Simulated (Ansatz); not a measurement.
**Cl2H4N2Ti: up Jacob's ladder to CCSD(T)**

The task here is to estimate one member of a computed series from the others.

Computed with Ansatz 0.2.0, Gaussian basis. Level: functionals in def2-TZVPP, the program's frozen cores in correlated methods.

Plan: LDA (SPW92), PBE-D4, revPBE-D4, BLYP-D4, r2SCAN-D4, B97M-V, PBE0-D4, B3LYP-D4, r2SCANh-D4, r2SCAN0-D4, HSE06-D4, BHLYP-D4, CAM-B3LYP-D4, LC-ωPBE, ωB97X-V, ωB97M-V, B2PLYP, PBE-QIDH; CCSD(T)/def2-SVP; CCSD(T)/def2-TZVPP; MP2/def2-QZVPP; extrapolation to the limit; RPA on PBE.

## Structure used throughout

An earlier PBE0-D4 in a triple-zeta def2 set relaxation fixed the geometry.

SMILES `[NH2][Ti]([NH2])([Cl])[Cl]`, 9 atoms, charge 0, spin multiplicity 1.

Atoms are counted from 1 here; the program's logs count them from 0.

Bond lengths: N1–Ti2 1.856 Å, N1–H6 1.009 Å, N1–H7 1.012 Å, Ti2–N3 1.851 Å, Ti2–Cl4 2.210 Å, Ti2–Cl5 2.210 Å, N3–H8 1.012 Å, N3–H9 1.012 Å. Angles: Ti2–N1–H6 126.4°, Ti2–N1–H7 122.6°, H6–N1–H7 111.0°, N1–Ti2–N3 105.6°, N1–Ti2–Cl4 109.2°, N1–Ti2–Cl5 109.2°, N3–Ti2–Cl4 109.9°, N3–Ti2–Cl5 109.9°, Cl4–Ti2–Cl5 112.6°, Ti2–N3–H8 124.0°, Ti2–N3–H9 124.0°, H8–N3–H9 111.0°.

The first run:

File in.yaml:

```yaml
crystal:
  periodic: [false, false, false]
  atoms:
    - {symbol: N, position_ang: [-1.162608, 0.889365, -0.536167]}
    - {symbol: Ti, position_ang: [0.401696, -0.106980, -0.455576]}
    - {symbol: N, position_ang: [0.513173, -0.719601, 1.287170]}
    - {symbol: Cl, position_ang: [0.248037, -1.817297, -1.846946]}
    - {symbol: Cl, position_ang: [2.123502, 1.203675, -0.905382]}
    - {symbol: H, position_ang: [-1.808257, 1.053650, 0.221460]}
    - {symbol: H, position_ang: [-1.473737, 1.347234, -1.383578]}
    - {symbol: H, position_ang: [1.047987, -0.263353, 2.014560]}
    - {symbol: H, position_ang: [0.198706, -1.632994, 1.587359]}
basis:
  gaussian: {orbitals: def2-TZVPP}
hamiltonian: {xc: lda}
output: {orbitals: {seedname: orbitals}}
```

Started as:

```bash
> ansatz run in.yaml --threads 4 --pin off --events-out ev --progress --plain --max-ram 10444MiB
```

Steps of the session up to this table: LDA; PBE-D4 (GGA); revPBE-D4 (GGA); BLYP-D4 (GGA); r2SCAN-D4 (meta-GGA); B97M-V (meta-GGA); B3LYP-D4 (hybrid); r2SCANh-D4 (hybrid); r2SCAN0-D4 (hybrid); HSE06-D4 (hybrid); BHLYP-D4 (hybrid); CAM-B3LYP-D4 (range-separated); LC-ωPBE (range-separated); ωB97X-V (range-separated); ωB97M-V (range-separated); B2PLYP (double hybrid); PBE-QIDH (double hybrid).

One table of the session follows, with a row left open; its other results are not shown here.

It belongs to the step «Frontier levels by functional». 

| functional | HOMO (eV) | LUMO (eV) | gap (eV) |
| --- | --- | --- | --- |
| LDA (SPW92) | -6.72 | -3.49 | 3.23 |
| PBE-D4 | -6.54 | -3.26 | 3.28 |
| revPBE-D4 | -6.48 | -3.18 | 3.30 |
| BLYP-D4 | -6.40 | -3.15 | 3.25 |
| r2SCAN-D4 | -6.85 | -3.20 | 3.65 |
| B97M-V | -6.91 | -3.21 | 3.70 |
| PBE0-D4 | -7.91 | -2.31 | 5.60 |
| B3LYP-D4 | -7.66 | -2.57 | 5.09 |
| r2SCANh-D4 | -7.36 | -2.83 | 4.53 |
| r2SCAN0-D4 | -8.13 | -2.25 | 5.87 |
| HSE06-D4 | -7.51 | -2.69 | 4.82 |
| BHLYP-D4 | -9.16 | -1.17 | 7.98 |
| CAM-B3LYP-D4 | -9.29 | -1.22 | 8.07 |
| LC-ωPBE | ? | ? | ? |
| ωB97X-V | -10.32 | -0.13 | 10.19 |
| ωB97M-V | -10.19 | -0.12 | 10.06 |

**Question.** Estimate the row for LC-ωPBE.

The run gave: HOMO (eV): -10.71; LUMO (eV): -0.12; gap (eV): 10.59. In the column «HOMO (eV)» it is the lowest.
